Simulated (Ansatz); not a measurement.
**FH4NSiZn: basis-set convergence**

The task here is to estimate one member of a computed series from the others.

The runs use Ansatz 0.2.0, Gaussian basis; one geometry, several basis sets.

Levels to be run: PBE0-D4/def2-SVP; ωB97M-V/def2-SVP; PBE0-D4/def2-QZVPP; ωB97M-V/def2-QZVPP; the functionals' def2-TZVPP values are taken from earlier runs.

## Structure used throughout

The geometry comes from an earlier relaxation with PBE0-D4 in a triple-zeta def2 set; it is a stationary point, not always the lowest conformer.

SMILES `[NH2][Zn][SiH2]F`, 8 atoms, charge 0, spin multiplicity 1.

Atoms are counted from 1 here; the program's logs count them from 0.

Bond lengths: N1–Zn2 1.818 Å, N1–H5 1.009 Å, N1–H6 1.009 Å, Zn2–Si3 2.358 Å, Si3–F4 1.615 Å, Si3–H7 1.490 Å, Si3–H8 1.490 Å. Angles: Zn2–N1–H5 121.4°, Zn2–N1–H6 121.4°, H5–N1–H6 109.1°, N1–Zn2–Si3 176.3°, Zn2–Si3–F4 109.8°, Zn2–Si3–H7 113.2°, Zn2–Si3–H8 113.3°, F4–Si3–H7 106.6°, F4–Si3–H8 106.6°, H7–Si3–H8 106.7°.

The first run:

Contents of in.yaml:

```yaml
crystal:
  periodic: [false, false, false]
  atoms:
    - {symbol: N, position_ang: [-1.000890, 2.160603, -0.287559]}
    - {symbol: Zn, position_ang: [-0.242455, 0.522322, -0.071042]}
    - {symbol: Si, position_ang: [0.759027, -1.569529, 0.356408]}
    - {symbol: F, position_ang: [0.835897, -2.429531, -1.007862]}
    - {symbol: H, position_ang: [-1.992517, 2.264855, -0.439269]}
    - {symbol: H, position_ang: [-0.514507, 2.906377, -0.761337]}
    - {symbol: H, position_ang: [2.153354, -1.459934, 0.871156]}
    - {symbol: H, position_ang: [0.002080, -2.395153, 1.339505]}
basis:
  gaussian: {orbitals: def2-SVP}
hamiltonian: {xc: pbe0, dispersion: d4}
output: {orbitals: {seedname: orbitals}}
```

Started as:

```
$ ansatz run in.yaml --threads 4 --pin off --events-out ev --progress --plain --max-ram 10444MiB
```

Among the steps run: PBE0-D4 in def2-SVP; ωB97M-V in def2-SVP; PBE0-D4 in def2-QZVPP; ωB97M-V in def2-QZVPP.

One of the session's tables, all rows but one given; the rest of the session is left out.

It belongs to the step «Functionals by basis». 

| functional | basis | HOMO (eV) |
| --- | --- | --- |
| PBE0-D4 | def2-SVP | -6.34 |
| PBE0-D4 | def2-TZVPP | -6.85 |
| PBE0-D4 | def2-QZVPP | -6.90 |
| ωB97M-V | def2-SVP | -8.70 |
| ωB97M-V | def2-TZVPP | -9.21 |
| ωB97M-V | def2-QZVPP | ? |

Estimate the missing values for ωB97M-V, def2-QZVPP.

**Answer.** HOMO (eV): -9.26. In the column «HOMO (eV)» it is the lowest.
